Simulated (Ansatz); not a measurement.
**GeSbTe3: tests of the settings**

The task, for GeSbTe3: test the k-point mesh, then test the k-point mesh shifted by half a step.

Program: Ansatz 0.2.0. Level of theory: DFT PBEsol, scalar-relativistic, plane waves, PAW. These are calculated values, not measurements.

2 further runs of the same task are left out: 1 that didn't finish, 1 set aside as unsound or not needed. Runs told in other sessions of the task aren't counted.

### Step 1. Starting point

Symmetry: R3m, No. 160, trigonal system. The conventional cell has a = 4.207 Å, b = 4.207 Å, c = 29.614 Å, α = 90.00°, β = 90.00°, γ = 120.00°. Ge (site symmetry 3m) has 6 Te at 2.86 to 3.14 Å in its first shell of neighbours. Around Sb (site symmetry 3m) lie 6 Te at 3.04 to 3.12 Å. Around Te (site symmetry 3m) lie 3 Sb at 3.12 Å and 3 Ge at 3.14 Å. Around Te (site symmetry 3m) lie 3 Sb at 3.04 Å. Te (site symmetry 3m) has 3 Ge at 2.86 Å in its first shell of neighbours.

As a file:

```xyz
5
Lattice="2.1035 1.2144 9.8715 -2.1035 1.2144 9.8715 0.0000 -2.4289 9.8715" Properties=species:S:1:pos:R:3 pbc="T T T"
Ge    0.0000    0.0000   17.7042
Sb    0.0000    0.0000   11.7776
Te    0.0000    0.0000   29.5658
Te    0.0000    0.0000   23.4716
Te    0.0000    0.0000    6.3239
```

Source of the structure: the Materials Project (structure only). It is taken as it stands there.

### Step 2. The base run, which the others are set against

input.yaml

```yaml
crystal:
  lattice:
    - [2.1034800504, 1.2144447733, 9.8714625907]
    - [-2.1034800504, 1.2144447733, 9.8714625907]
    - [0.0, -2.4288895466, 9.8714625907]
  atoms:
    - { symbol: Ge, position: [0.597823, 0.597823, 0.597823] }
    - { symbol: Sb, position: [0.3977, 0.3977, 0.3977] }
    - { symbol: Te, position: [0.99836, 0.99836, 0.99836] }
    - { symbol: Te, position: [0.792575, 0.792575, 0.792575] }
    - { symbol: Te, position: [0.213543, 0.213543, 0.213543] }
basis:
  ecutwfc: 420
kpoints:
  mp_grid: { grid: [12, 12, 12] }
hamiltonian:
  xc: pbesol
scf:
  occupations: { method: gaussian, width: 0.1 }
output:
  forces: true
  stress: true
  eigenvalues: true
  populations: true
```

It was run beforehand and gave: -6273.2851 eV/atom at zero smearing, pressure -2.42 GPa, largest force 0.202 eV/Å, no gap on the mesh, in 9 SCF cycles and 4.4 min.

### Step 3. K-point mesh: 1×1×1

Edit input.yaml of step 2 so:

```diff
@@ -14,3 +14,3 @@
 kpoints:
-  mp_grid: { grid: [12, 12, 12] }
+  mp_grid: { grid: [1, 1, 1] }
 hamiltonian:
@@ -23,2 +23 @@
   eigenvalues: true
-  populations: true
```

On the command line:

```
$ ansatz run input.yaml --threads 1 --pin off --max-ram 2560MiB --backend cpu --events-out ev --progress --plain --runs-dir out
```

Log (excerpt; [...] marks lines left out):

```text
Warning: RAYON_NUM_THREADS=1 ignored (pool sized by the plan → 1); use --threads N
[...]
Pseudopotentials: kind: paw
Pseudopotential: Ge, paw, valence charge 14, recommended cutoff 420 eV (normal), Ge.paw.azcp
Pseudopotential: Sb, paw, valence charge 15, recommended cutoff 420 eV (normal), Sb.paw.azcp
Pseudopotential: Te, paw, valence charge 16, recommended cutoff 420 eV (normal), Te.paw.azcp
Functional definition: PBEsol
[...]
Crystal: 5 atoms, lattice volume = 151.303 Å³
Basis set: ecut = 420 eV, 2913 PW (Γ), FFT grids on a1−a3, a2−a3, a3, exchange–correlation on 60×60×144 points (8 copies of the dense FFT grid, shifted against one another)
Bands: 47, of which v1, the nominal top of the filled ones, is band 39 counted from 1 (38 counted from 0)
Symmetry: 6 space group operations
Space group: R3m (ITA 160), of the structure as read, at distance tolerance 5.3e-5 Å
k-points: 1
[...]
SCF iter   1: F=—  HF=-31345.794969 eV  |F-HF|=—  |Δ(HF+E_count)|=         —  Δρ=2.73e-2  dr2=2.02e0  ethr=1.77e-3  ⟨swp⟩=9.0  Hψ=199  notcnv=0
[...]
SCF iter  10: F=-31345.295613 eV  HF=-31345.295613 eV  |F-HF|=1.34e-8  |Δ(HF+E_count)|=   9.82e-8  Δρ=3.15e-6  dr2=2.75e-8  ethr=1.30e-10  ⟨swp⟩=12.0  Hψ=195  notcnv=0
[...]
SCF converged after 10 iterations
Free energy (F): -31345.295613 eV
[...]
E sigma→0 (E₀):  -31345.264411 eV
Entropy (-TS):   -0.062404 eV (-12.481 meV/atom)
Fermi energy:    9.977489 eV
[...]
--- Forces (eV/Å), atoms counted from 1 ---
  atom   1  Ge     0.00000000    -0.00000000    -1.94653205
  atom   2  Sb     0.00000000     0.00000000     0.13230422
  atom   3  Te    -0.00000000     0.00000000     1.09004214
  atom   4  Te    -0.00000000    -0.00000000    -1.42534590
  atom   5  Te     0.00000000     0.00000000     2.14949328
[...]
--- Stress (GPa, compression-positive) ---
       46.437182       0.000000       0.000000
       -0.000000      46.437182       0.000000
        0.000000       0.000000       2.264921
  P = ⅓ Tr σ = 31.7131 GPa (317.131 kbar)
--- Band table (eV) ---
[...]
```

Wall time 4.6 s (1 thread of Intel Xeon at 2.50GHz (Skylake/Cascade Lake), shared host); peak memory 0.38 GiB.

Result: -6269.0529 eV/atom at zero smearing, pressure 31.71 GPa, largest force 2.149 eV/Å and no gap on the mesh.

### Step 4. K-point mesh: 3×3×3

Edit input.yaml of step 3 so:

```diff
@@ -14,3 +14,3 @@
 kpoints:
-  mp_grid: { grid: [1, 1, 1] }
+  mp_grid: { grid: [3, 3, 3] }
 hamiltonian:
```

On the command line:

```
$ ansatz run input.yaml --threads 1 --pin off --max-ram 2560MiB --backend cpu --events-out ev --progress --plain --runs-dir out
```

Log (excerpt; [...] marks lines left out):

```text
Warning: RAYON_NUM_THREADS=1 ignored (pool sized by the plan → 1); use --threads N
[...]
Pseudopotentials: kind: paw
Pseudopotential: Ge, paw, valence charge 14, recommended cutoff 420 eV (normal), Ge.paw.azcp
Pseudopotential: Sb, paw, valence charge 15, recommended cutoff 420 eV (normal), Sb.paw.azcp
Pseudopotential: Te, paw, valence charge 16, recommended cutoff 420 eV (normal), Te.paw.azcp
Functional definition: PBEsol
[...]
Crystal: 5 atoms, lattice volume = 151.303 Å³
Basis set: ecut = 420 eV, 2913 PW (Γ), FFT grids on a1−a3, a2−a3, a3, exchange–correlation on 60×60×144 points (8 copies of the dense FFT grid, shifted against one another)
Bands: 47, of which v1, the nominal top of the filled ones, is band 39 counted from 1 (38 counted from 0)
Symmetry: 6 space group operations
Space group: R3m (ITA 160), of the structure as read, at distance tolerance 5.3e-5 Å
k-points: 6 of 27 (time reversal used)
[...]
SCF iter   8: F=-31366.417335 eV  HF=-31366.417335 eV  |F-HF|=1.67e-10  |Δ(HF+E_count)|=   4.83e-9  Δρ=1.80e-6  dr2=7.78e-9  ethr=1.30e-10  ⟨swp⟩=9.7  Hψ=1083  notcnv=0
[...]
SCF converged after 8 iterations
Free energy (F): -31366.417335 eV
[...]
E sigma→0 (E₀):  -31366.407184 eV
Entropy (-TS):   -0.020302 eV (-4.060 meV/atom)
Fermi energy:    8.809643 eV
[...]
--- Forces (eV/Å), atoms counted from 1 ---
  atom   1  Ge     0.00000000    -0.00000000    -0.24481988
  atom   2  Sb     0.00000000     0.00000000     0.09251377
  atom   3  Te     0.00000000     0.00000000     0.15269368
  atom   4  Te     0.00000000    -0.00000000    -0.36164454
  atom   5  Te     0.00000000     0.00000000     0.36126044
[...]
--- Stress (GPa, compression-positive) ---
       -1.667301       0.000000       0.000000
        0.000000      -1.667301       0.000000
       -0.000000      -0.000000      -4.163719
  P = ⅓ Tr σ = -2.4994 GPa (-24.994 kbar)
--- Band table (eV; the first three rows and the last of 6) ---
[...]
```

It took 8.7 s on 1 thread of Intel Xeon at 2.50GHz (Skylake/Cascade Lake), shared host; peak memory 0.41 GiB.

Result: -6273.2814 eV/atom at zero smearing, pressure -2.50 GPa, largest force 0.362 eV/Å and no gap on the mesh.

### Step 5. K-point mesh set to 6×6×6

Edit input.yaml of step 4 so:

```diff
@@ -14,3 +14,3 @@
 kpoints:
-  mp_grid: { grid: [3, 3, 3] }
+  mp_grid: { grid: [6, 6, 6] }
 hamiltonian:
```

On the command line:

```
$ ansatz run input.yaml --threads 1 --pin off --max-ram 2560MiB --backend cpu --events-out ev --progress --plain --runs-dir out
```

Log (excerpt; [...] marks lines left out):

```text
Warning: RAYON_NUM_THREADS=1 ignored (pool sized by the plan → 1); use --threads N
[...]
Pseudopotentials: kind: paw
Pseudopotential: Ge, paw, valence charge 14, recommended cutoff 420 eV (normal), Ge.paw.azcp
Pseudopotential: Sb, paw, valence charge 15, recommended cutoff 420 eV (normal), Sb.paw.azcp
Pseudopotential: Te, paw, valence charge 16, recommended cutoff 420 eV (normal), Te.paw.azcp
Functional definition: PBEsol
[...]
Crystal: 5 atoms, lattice volume = 151.303 Å³
Basis set: ecut = 420 eV, 2913 PW (Γ), FFT grids on a1−a3, a2−a3, a3, exchange–correlation on 60×60×144 points (8 copies of the dense FFT grid, shifted against one another)
Bands: 47, of which v1, the nominal top of the filled ones, is band 39 counted from 1 (38 counted from 0)
Symmetry: 6 space group operations
Space group: R3m (ITA 160), of the structure as read, at distance tolerance 5.3e-5 Å
k-points: 32 of 216 (time reversal used)
[...]
SCF iter   9: F=-31366.457182 eV  HF=-31366.457182 eV  |F-HF|=1.00e-8  |Δ(HF+E_count)|=   1.85e-8  Δρ=2.70e-6  dr2=2.41e-8  ethr=1.30e-10  ⟨swp⟩=10.8  Hψ=6523  notcnv=0
[...]
SCF converged after 9 iterations
Free energy (F): -31366.457182 eV
[...]
E sigma→0 (E₀):  -31366.450382 eV
Entropy (-TS):   -0.013601 eV (-2.720 meV/atom)
Fermi energy:    8.753387 eV
[...]
--- Forces (eV/Å), atoms counted from 1 ---
  atom   1  Ge     0.00000000    -0.00000000     0.03943719
  atom   2  Sb     0.00000000     0.00000000     0.01807960
  atom   3  Te     0.00000000     0.00000000    -0.07046944
  atom   4  Te     0.00000000    -0.00000000    -0.12105269
  atom   5  Te     0.00000000     0.00000000     0.13401280
[...]
--- Stress (GPa, compression-positive) ---
       -2.540006       0.000000       0.000000
        0.000000      -2.540006      -0.000000
        0.000000      -0.000000      -2.543923
  P = ⅓ Tr σ = -2.5413 GPa (-25.413 kbar)
--- Band table (eV; the first three rows and the last of 32) ---
[...]
```

Run time: 33 s. Hardware: 1 thread of Intel Xeon at 2.50GHz (Skylake/Cascade Lake), shared host; peak memory 0.51 GiB.

Read-out: -6273.2901 eV/atom at zero smearing, pressure -2.54 GPa, largest force 0.134 eV/Å and no gap on the mesh.

### Step 6. The sweep of the k-point mesh side by side

Energies are per atom, extrapolated to zero smearing, and count from the run at 12×12×12. Pressure is positive in compression.

```csv
mesh,ΔE (meV/atom),pressure (GPa),largest change of a force component (eV/Å),irreducible points,SCF cycles,CPU time
1×1×1,4232,31.71,1.953,1,10,4.5 s
3×3×3,3.67,-2.50,0.230,6,8,8.7 s
6×6×6,-4.97,-2.54,0.081,32,9,33 s
12×12×12,0.00,-2.42,0.000,189,9,4.4 min
```

CPU times come from a shared host, so they are rough.

Stopped at the time limit and not shown: 18×18×18.

### Step 7. K-point mesh shifted by half a step set to 6×6×6

Edit input.yaml of step 5 so:

```diff
@@ -14,3 +14,3 @@
 kpoints:
-  mp_grid: { grid: [6, 6, 6] }
+  mp_grid: { grid: [6, 6, 6], shift: [0.5, 0.5, 0.5] }
 hamiltonian:
```

On the command line:

```
$ ansatz run input.yaml --threads 1 --pin off --max-ram 2560MiB --backend cpu --events-out ev --progress --plain --runs-dir out
```

Log (excerpt; [...] marks lines left out):

```text
Warning: RAYON_NUM_THREADS=1 ignored (pool sized by the plan → 1); use --threads N
[...]
Pseudopotentials: kind: paw
Pseudopotential: Ge, paw, valence charge 14, recommended cutoff 420 eV (normal), Ge.paw.azcp
Pseudopotential: Sb, paw, valence charge 15, recommended cutoff 420 eV (normal), Sb.paw.azcp
Pseudopotential: Te, paw, valence charge 16, recommended cutoff 420 eV (normal), Te.paw.azcp
Functional definition: PBEsol
[...]
Crystal: 5 atoms, lattice volume = 151.303 Å³
Basis set: ecut = 420 eV, 2913 PW (Γ), FFT grids on a1−a3, a2−a3, a3, exchange–correlation on 60×60×144 points (8 copies of the dense FFT grid, shifted against one another)
Bands: 47, of which v1, the nominal top of the filled ones, is band 39 counted from 1 (38 counted from 0)
Symmetry: 6 space group operations
Space group: R3m (ITA 160), of the structure as read, at distance tolerance 5.3e-5 Å
k-points: 28 of 216 (time reversal used)
[...]
SCF iter   9: F=-31366.452995 eV  HF=-31366.452995 eV  |F-HF|=1.01e-8  |Δ(HF+E_count)|=   1.83e-8  Δρ=2.70e-6  dr2=2.38e-8  ethr=1.30e-10  ⟨swp⟩=10.8  Hψ=5618  notcnv=0
[...]
SCF converged after 9 iterations
Free energy (F): -31366.452995 eV
[...]
E sigma→0 (E₀):  -31366.446323 eV
Entropy (-TS):   -0.013343 eV (-2.669 meV/atom)
Fermi energy:    8.733026 eV
[...]
--- Forces (eV/Å), atoms counted from 1 ---
  atom   1  Ge     0.00000000    -0.00000000     0.03710886
  atom   2  Sb    -0.00000000     0.00000000     0.01172731
  atom   3  Te     0.00000000     0.00000000    -0.06570455
  atom   4  Te    -0.00000000    -0.00000000    -0.12383495
  atom   5  Te     0.00000000     0.00000000     0.14071152
[...]
--- Stress (GPa, compression-positive) ---
       -2.560415       0.000000       0.000000
        0.000000      -2.560415      -0.000000
        0.000000      -0.000000      -2.449048
  P = ⅓ Tr σ = -2.5233 GPa (-25.233 kbar)
--- Band table (eV; the first three rows and the last of 28) ---
[...]
```

It took 34 s on 1 thread of Intel Xeon at 2.50GHz (Skylake/Cascade Lake), shared host; peak memory 0.49 GiB.

Read-out: -6273.2893 eV/atom at zero smearing, pressure -2.52 GPa, largest force 0.141 eV/Å and no gap on the mesh.

### Step 8. What came out

```
                                               quantity                                               value
k-point mesh: within 10 and 1 meV/atom of 12×12×12 from              3×3×3 for 10; none of the others for 1
             k-point mesh shifted by half a step: 6×6×6  pressure -2.5 GPa, no gap on the mesh
```

In words: The last step in the k-point mesh still changes the energy by 4.97 meV/atom: the series is not settled to 1 meV/atom. The error changes sign along the series, since a k mesh isn't variational, and a metal needs dense meshes to resolve its Fermi surface. Forces come within 0.01 eV/Å only at the reference itself. Spin-orbit coupling is left out for Sb, Te.
